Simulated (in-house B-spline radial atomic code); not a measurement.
# In⁴⁺: excited configurations

How much energy does it take to promote electrons of In⁴⁺ to other shells? Each configuration is solved by itself and compared with the reference.

Program: in-house B-spline radial atomic code version 1. Level of theory: non-relativistic Hartree-Fock, average of configuration, point nucleus, basis-set limit. These are calculated values, not measurements, unless marked.

## Step 1: What is computed

```
element       : indium (Z = 49)
charge        : +4
electrons     : 45
configuration : [Kr] 4d9
Hamiltonian   : non-relativistic
nucleus       : point
```

Outer shells as boxes (Hund's rule):

[Kr] 4d9
```
[Kr] core
4d [↑↓][↑↓][↑↓][↑↓][↑ ]
```

The boxes draw the filling by Hund's rule, which heavy ions in jj coupling don't follow; these runs average over all states of the configuration.

Settings, as recorded:

```ini
Z = 49
electrons = 45.0
configuration = [Kr] 4d9
hamiltonian = nr
method = hf
spin_polarised = False
```

From the earlier run of the reference: total energy -5736.402405 hartree. Levels, eight at most:

| orbital | occupation | energy (eV) | <r> (bohr) |
| --- | --- | --- | --- |
| 2s | 2 | -4114.10 | 0.1341 |
| 2p | 6 | -3835.96 | 0.1147 |
| 3s | 2 | -854.62 | 0.3595 |
| 3p | 6 | -739.05 | 0.3513 |
| 3d | 10 | -527.23 | 0.3235 |
| 4s | 2 | -182.26 | 0.8764 |
| 4p | 6 | -141.99 | 0.9281 |
| 4d | 9 | -75.210 | 1.098 |

## Step 2: Run with [Ar] 3d9 4s2 4p5 4d9 6f1 6g1

Settings, as recorded:

```ini
Z = 49
electrons = 45.0
configuration = [Ar] 3d9 4s2 4p5 4d9 6f1 6g1
hamiltonian = nr
method = hf
spin_polarised = False
```

## Step 3: [Ar] 3d9 4s2 4p6 4d8 5p1 6f1

Settings, as recorded:

```ini
Z = 49
electrons = 45.0
configuration = [Ar] 3d9 4s2 4p6 4d8 5p1 6f1
hamiltonian = nr
method = hf
spin_polarised = False
```

## Step 4: Configuration [Kr] 4d7 4f1 6s1

Settings, as recorded:

```ini
Z = 49
electrons = 45.0
configuration = [Kr] 4d7 4f1 6s1
hamiltonian = nr
method = hf
spin_polarised = False
```

## Step 5: [Ar] 3d9 4s2 4p6 4d8 5d2

Settings, as recorded:

```ini
Z = 49
electrons = 45.0
configuration = [Ar] 3d9 4s2 4p6 4d8 5d2
hamiltonian = nr
method = hf
spin_polarised = False
```

## Step 6: Run with [Ar] 3d9 4s2 4p5 4d9 4f1 5d1

Settings, as recorded:

```ini
Z = 49
electrons = 45.0
configuration = [Ar] 3d9 4s2 4p5 4d9 4f1 5d1
hamiltonian = nr
method = hf
spin_polarised = False
```

## Step 7: Configuration [Ar] 3d8 4s2 4p6 4d9 5p1 5f1

Settings, as recorded:

```ini
Z = 49
electrons = 45.0
configuration = [Ar] 3d8 4s2 4p6 4d9 5p1 5f1
hamiltonian = nr
method = hf
spin_polarised = False
```

Q: How far above the reference does each configuration lie (order and size, in eV)?

**Answer**, as computed:

| net move | configuration | energy above the reference (eV) | largest <r> (bohr) |
| --- | --- | --- | --- |
| 2×4d → 4f, 6s | [Kr] 4d7 4f1 6s1 | 104.10 | 4.03 |
| 3d, 4d → 2×5d | [Ar] 3d9 4s2 4p6 4d8 5d2 | 539.52 | 2.90 |
| 3d, 4d → 5p, 6f | [Ar] 3d9 4s2 4p6 4d8 5p1 6f1 | 544.29 | 7.71 |
| 3d, 4p → 4f, 5d | [Ar] 3d9 4s2 4p5 4d9 4f1 5d1 | 609.03 | 2.97 |
| 3d, 4p → 6f, 6g | [Ar] 3d9 4s2 4p5 4d9 6f1 6g1 | 649.75 | 7.86 |
| 2×3d → 5f, 5p | [Ar] 3d8 4s2 4p6 4d9 5p1 5f1 | 1004.58 | 4.60 |

What this shows: The lowest of them is 2×4d → 4f, 6s at 104.10 eV and the highest 2×3d → 5f, 5p at 1004.58 eV. Koopmans' estimate of the ionisation threshold is 75.210 eV; 6 configurations exceed it by over 2 % and could autoionise. Two partly filled shells share a symmetry and can mix in the average, which may lower the energy, for: 3d, 4d → 2×5d; 3d, 4d → 5p, 6f; 3d, 4p → 4f, 5d; 3d, 4p → 6f, 6g; 2×3d → 5f, 5p. These are averages over configurations, without correlation, not spectroscopic levels.
